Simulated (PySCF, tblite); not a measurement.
**C₄H₁₀F₃NSi₂: geometry, infrared bands and NMR shifts**

What infrared bands and NMR shifts should C₄H₁₀F₃NSi₂ (`CN([SiH3])C[SiH2]C(F)=C(F)F`) show?

Computed with tblite 0.8.0 and PySCF 2.14.0, with density-fitted response routines of our own, on a single molecule in the gas phase. Atoms are numbered from 0 throughout.

**1. The starting structure**

20 atoms, charge 0, multiplicity 1; geometry from: force field or distance geometry start.

Bonds of the start (Å): C0–N1 1.44, N1–Si2 1.75, N1–C3 1.43, C3–Si4 1.89, Si4–C5 1.86, C5–F6 1.36, C5–C7 1.34, C7–F8 1.35, C7–F9 1.35, C0–H10 1.12, C0–H11 1.11, C0–H12 1.09, Si2–H13 1.48, Si2–H14 1.47, Si2–H15 1.49, C3–H16 1.10, C3–H17 1.12, Si4–H18 1.46, Si4–H19 1.47.

**2. Geometry optimisation with GFN2-xTB**

Job settings and geometry (Å):

```
{"job": {"kind": "relax", "xc": "GFN2-xTB", "basis": "xTB"}, "charge": 0, "multiplicity": 1}
C     -1.887400    -0.229000     1.124200
N     -1.279400     0.503000     0.042800
Si    -2.381100     1.133500    -1.163700
C     -0.248900    -0.268100    -0.587100
Si     1.048900    -0.695300     0.723400
C      2.711600    -0.699400    -0.105000
F      3.082000    -1.728700    -0.919900
C      3.578100     0.304300     0.097500
F      3.311300     1.367500     0.883100
F      4.778200     0.246600    -0.526400
H     -1.073200    -0.805100     1.624000
H     -2.246600     0.502600     1.875600
H     -2.642600    -0.968400     0.843500
H     -3.774900     1.268400    -0.686200
H     -2.335100     0.256600    -2.347800
H     -1.987000     2.514100    -1.554400
H      0.209000     0.319500    -1.396200
H     -0.610800    -1.238600    -1.011800
H      0.710900    -2.024900     1.234100
H      1.031900     0.252300     1.847500
```

Command:

```
> OMP_NUM_THREADS=1 python probes_run.py task.json out
```

This one command runs all jobs of the session in turn.

**Question.** This job is followed by: GFN2-xTB harmonic vibrations, gas phase; GIAO PBE0/pcSseg-1 NMR shielding, non-relativistic, gas phase. Predict these results of the whole session: strongest single infrared mode (GFN2-xTB); zero-point energy (GFN2-xTB); ¹³C shifts against TMS (PBE0/pcSseg-1); ¹H shifts against TMS (PBE0/pcSseg-1, means over atoms taken as alike); ¹⁵N shifts against NH3 (PBE0/pcSseg-1); ²⁹Si shifts against TMS (PBE0/pcSseg-1); ¹⁹F shifts against CFCl3 (PBE0/pcSseg-1).

**Answer**, as computed:

```
                                                              quantity                         value
                             strongest single infrared mode (GFN2-xTB)          827 cm⁻¹, 426 km/mol
                                          zero-point energy (GFN2-xTB)                 80.9 kcal/mol
                                ¹³C shifts against TMS (PBE0/pcSseg-1)  173.2, 135.4, 42.7, 42.3 ppm
¹H shifts against TMS (PBE0/pcSseg-1, means over atoms taken as alike)    4.75, 4.71, 3.05, 2.68 ppm
                                ¹⁵N shifts against NH3 (PBE0/pcSseg-1)                       6.1 ppm
                               ²⁹Si shifts against TMS (PBE0/pcSseg-1)              -42.8, -53.6 ppm
                              ¹⁹F shifts against CFCl3 (PBE0/pcSseg-1)     -83.2, -115.8, -217.7 ppm
```

In words: Relaxing lowered the energy by 0.753 eV in 110 steps; the close pair that moved most is Si4–C5, from 1.858 to 1.902 Å. No mode is imaginary among the 54: a minimum at this level. The strongest single mode, at 827 cm⁻¹, moves mainly H13, H15 and H14. GFN2-xTB is a fitted tight-binding method: band positions and strengths are rough. Its intensities can rank the bands wrongly. At PBE0/pcSseg-1: The largest span, 181 ppm, is at F6, where the paramagnetic term is -82 ppm.
